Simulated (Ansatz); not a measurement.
# CH7PSSi: a ladder of functionals and wavefunction methods

How much do the methods differ for CH7PSSi? The plan is to run it at one geometry with functionals of several rungs and with coupled cluster, and see how far each lands from CCSD(T) at the basis-set limit for the atomisation energy.

The runs use Ansatz 0.2.0, Gaussian basis; functionals in def2-TZVPP, the program's frozen cores in correlated methods.

Levels to be run: LDA (SPW92), PBE-D4, revPBE-D4, BLYP-D4, r2SCAN-D4, B97M-V, PBE0-D4, B3LYP-D4, r2SCANh-D4, r2SCAN0-D4, HSE06-D4, BHLYP-D4, CAM-B3LYP-D4, LC-ωPBE, ωB97X-V, ωB97M-V, B2PLYP, PBE-QIDH; CCSD(T)/def2-SVP; CCSD(T)/def2-TZVPP; MP2/def2-QZVPP; extrapolation to the limit; RPA on PBE.

### Step 1. The relaxed structure

An earlier PBE0-D4 in a triple-zeta def2 set relaxation fixed the geometry.

SMILES `C[SiH2]SP`, 11 atoms, charge 0, spin multiplicity 1.

Atoms are counted from 1 here; the program's logs count them from 0.

Bond lengths: C1–Si2 1.864 Å, C1–H5 1.092 Å, C1–H6 1.092 Å, C1–H7 1.093 Å, Si2–S3 2.141 Å, Si2–H8 1.488 Å, Si2–H9 1.488 Å, S3–P4 2.118 Å, P4–H10 1.423 Å, P4–H11 1.423 Å. Angles: Si2–C1–H5 110.9°, Si2–C1–H6 110.9°, Si2–C1–H7 110.0°, H5–C1–H6 108.5°, H5–C1–H7 108.2°, H6–C1–H7 108.2°, C1–Si2–S3 108.9°, C1–Si2–H8 111.4°, C1–Si2–H9 111.4°, S3–Si2–H8 108.6°, S3–Si2–H9 108.6°, H8–Si2–H9 108.0°, Si2–S3–P4 99.9°, S3–P4–H10 99.1°, S3–P4–H11 99.1°, H10–P4–H11 92.9°.

Geometry (Å):

```xyz
11
charge 0, multiplicity 1
C    -0.9062    1.8194    0.1425
Si    0.1871    0.3104    0.0936
S    -0.9984   -1.3855   -0.4561
P     0.4851   -2.8960   -0.4178
H    -1.7067    1.6965    0.8750
H    -1.3570    2.0057   -0.8345
H    -0.3191    2.6983    0.4215
H     1.2822    0.4662   -0.9021
H     0.8058    0.0458    1.4209
H     1.5037   -2.2306   -1.1552
H     1.0890   -2.5872    0.8327
```

### Step 2. LDA

This LDA is Slater exchange with PW92 correlation.

File in.yaml:

```yaml
crystal:
  periodic: [false, false, false]
  atoms:
    - {symbol: C, position_ang: [-0.906250, 1.819417, 0.142511]}
    - {symbol: Si, position_ang: [0.187084, 0.310430, 0.093558]}
    - {symbol: S, position_ang: [-0.998435, -1.385534, -0.456098]}
    - {symbol: P, position_ang: [0.485103, -2.896025, -0.417844]}
    - {symbol: H, position_ang: [-1.706706, 1.696547, 0.874983]}
    - {symbol: H, position_ang: [-1.357005, 2.005664, -0.834458]}
    - {symbol: H, position_ang: [-0.319062, 2.698317, 0.421547]}
    - {symbol: H, position_ang: [1.282154, 0.466193, -0.902088]}
    - {symbol: H, position_ang: [0.805796, 0.045817, 1.420907]}
    - {symbol: H, position_ang: [1.503692, -2.230633, -1.155248]}
    - {symbol: H, position_ang: [1.089031, -2.587192, 0.832729]}
basis:
  gaussian: {orbitals: def2-TZVPP}
hamiltonian: {xc: lda}
output: {orbitals: {seedname: orbitals}}
```

Started as:

```console
ansatz run in.yaml --threads 4 --pin off --events-out ev --progress --plain --max-ram 10444MiB
```

After this run come: PBE-D4 (GGA); revPBE-D4 (GGA); BLYP-D4 (GGA); r2SCAN-D4 (meta-GGA); B97M-V (meta-GGA); PBE0-D4 (hybrid); B3LYP-D4 (hybrid); r2SCANh-D4 (hybrid); r2SCAN0-D4 (hybrid); HSE06-D4 (hybrid); BHLYP-D4 (hybrid); CAM-B3LYP-D4 (range-separated); LC-ωPBE (range-separated); ωB97X-V (range-separated); ωB97M-V (range-separated); B2PLYP (double hybrid); PBE-QIDH (double hybrid); CCSD(T) in def2-SVP; CCSD(T) in def2-TZVPP; MP2 in def2-QZVPP; RPA on PBE orbitals.

Q: Predict the results of all the runs planned. Wanted: atomisation energy, CCSD(T)/CBS; farthest beyond LDA; mean size of error, GGA; mean size of error, meta-GGA; mean size of error, hybrid; mean size of error, range-separated; mean size of error, double hybrid; gap, smallest and largest; T1 diagnostic.

The runs gave:

| quantity | value |
| --- | --- |
| atomisation energy, CCSD(T)/CBS | 842.7 kcal/mol |
| functionals within 4.2 kcal/mol (0.5 %) | r2SCAN-D4, PBE0-D4, B3LYP-D4, r2SCANh-D4, HSE06-D4, CAM-B3LYP-D4 |
| farthest beyond LDA | BHLYP-D4 (-13.4 kcal/mol) |
| mean size of error, GGA | 6.2 kcal/mol |
| mean size of error, meta-GGA | 5.6 kcal/mol |
| mean size of error, hybrid | 4.4 kcal/mol |
| mean size of error, range-separated | 7.4 kcal/mol |
| mean size of error, double hybrid | 10.9 kcal/mol |
| gap, smallest and largest | 4.64 eV (LDA (SPW92)), 11.81 eV (LC-ωPBE) |
| T1 diagnostic | 0.0119 |
| triples share of the correlation energy | 4.1 % |

What this shows: LDA overbinds by 105.8 kcal/mol (13 %). PBE-D4 misses by +5.0 kcal/mol. Double hybrids carry the basis error of their MP2 part in triple zeta, and no dispersion term here, so their miss is partly the set-up's. Taken by rung, hybrid functionals do best (4.4 kcal/mol on average) and double hybrid ones worst beyond LDA (10.9 kcal/mol). range-separated functionals lie within the reference's doubt of that worst mean (7.4 kcal/mol), so those two tie. The gap between the best rungs is small, so their order is not settled. The reference freezes the cores and leaves out relativity and excitations past (T), so misses under about 4.2 kcal/mol can't be ranked. Hartree-Fock recovers 73 % of the binding; the rest is correlation. CCSD(T) in def2-SVP is off by -65.7 kcal/mol, so the small basis spoils what the method gains. Orbital gaps span 4.6 to 11.8 eV; exact exchange widens them.
